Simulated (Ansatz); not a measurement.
# Ga2Os: response to a stretch of c alone

A series on Ga2Os: a stretch of c alone, -4.5 to +4.5 %; the rest of the cell is held and the atoms relax. Wanted: energy, stress and any gap along the series.

Program: Ansatz 0.2.0. Level of theory: DFT PBEsol, scalar-relativistic, plane waves, PAW. These are calculated values, not measurements.

## 1. The structure to begin with

Symmetry: Fddd, No. 70, orthorhombic system. The conventional cell has a = 4.740 Å, b = 8.242 Å, c = 8.747 Å, α = 90.00°, β = 90.00°, γ = 90.00°. Ga (site symmetry 2) has 5 Os at 2.57 to 2.75 Å and 5 Ga at 2.60 to 2.80 Å as nearest neighbours. Os (site symmetry 222) is surrounded by 10 Ga at 2.57 to 2.75 Å.

Structure file:

```xyz
6
Lattice="0.0000 4.1210 4.3735 2.3700 0.0000 4.3735 2.3700 4.1210 0.0000" Properties=species:S:1:pos:R:3 pbc="T T T"
Ga    1.1850    0.6594    2.1867
Ga    1.1850    3.4616    2.1867
Ga    2.3700    1.4011    4.3735
Ga    2.3700    6.8409    4.3735
Os    3.5550    6.1815    6.5602
Os    2.3700    4.1210    4.3735
```

Source of the structure: the Crystallography Open Database.

(A quick probe on a coarse mesh, which set the mesh and smearing, is not shown.)

## 3. The relaxation

The input, input.yaml:

```yaml
crystal:
  lattice:
    - [0.0, 4.121, 4.3735]
    - [2.37, 0.0, 4.3735]
    - [2.37, 4.121, 0.0]
  atoms:
    - { symbol: Ga, position: [0.08, 0.42, 0.08] }
    - { symbol: Ga, position: [0.42, 0.08, 0.42] }
    - { symbol: Ga, position: [0.17, 0.83, 0.17] }
    - { symbol: Ga, position: [0.83, 0.17, 0.83] }
    - { symbol: Os, position: [0.75, 0.75, 0.75] }
    - { symbol: Os, position: [0.5, 0.5, 0.5] }
basis:
  ecutwfc: 420
kpoints:
  mp_grid: { grid: [8, 8, 8] }
hamiltonian:
  xc: pbesol
scf:
  occupations: { method: gaussian, width: 0.02 }
output:
  forces: true
  stress: true
  eigenvalues: true
relax:
  adjacent_minimum: "off"
  f_tol: 0.005
  max_steps: 80
  cell: { stress_tol: 0.05 }
```

Command:

```sh
$ ansatz run input.yaml --threads 1 --pin off --max-ram 2560MiB --backend cpu --events-out ev --progress --plain --runs-dir out
```

Further runs follow: reference cell for the strains; seeking the band edges; the cell strained by -1.5 %; seeking the band edges at -1.5 %; the cell strained by +1.5 %; the gap over the whole zone at +1.5 %; the cell strained by -3.0 %; band edges over the zone at -3.0 %; strain +3.0 %; the gap over the whole zone at +3.0 %; the cell strained by -4.5 %; band edges over the zone at -4.5 %; strain +4.5 %; seeking the band edges at +4.5 %.

Before running it: what results should come out? Wanted: relaxed cell; volume; formation energy; (1/V) d²E/dε² at zero strain, cubic fit; gap shift, negative and positive side.

As calculated:

| quantity | value |
| --- | --- |
| relaxed cell (conventional) | a = 4.713 Å, b = 8.209 Å, c = 8.695 Å, α = 90.00°, β = 90.00°, γ = 90.00° |
| space group (0.01 Å) | Fddd (No. 70) |
| volume | 14.02 Å³/atom |
| formation energy (elements from runs with the same settings, not shown) | -0.19 eV/atom |
| largest energy cost | 31.9 meV/atom at -4.5 % |
| (1/V) d²E/dε² at zero strain, cubic fit | 316 GPa |
| gap shift, negative and positive side | +13, -4 meV per % |

What this shows: Relaxation lowered the volume by 1.6 %. The start is a reported cell, which holds thermal expansion that this zero-temperature run lacks. From the curvature follows the elastic constant along c at held a and b: 316 GPa. Compression by 4.5 % costs 31.9 meV/atom and stretching 24.1. The gap runs from 0.61 eV at -4.5 % through 0.71 to 0.68 eV at +4.5 %. Spin-orbit coupling is left out, which matters for the bands of Os.
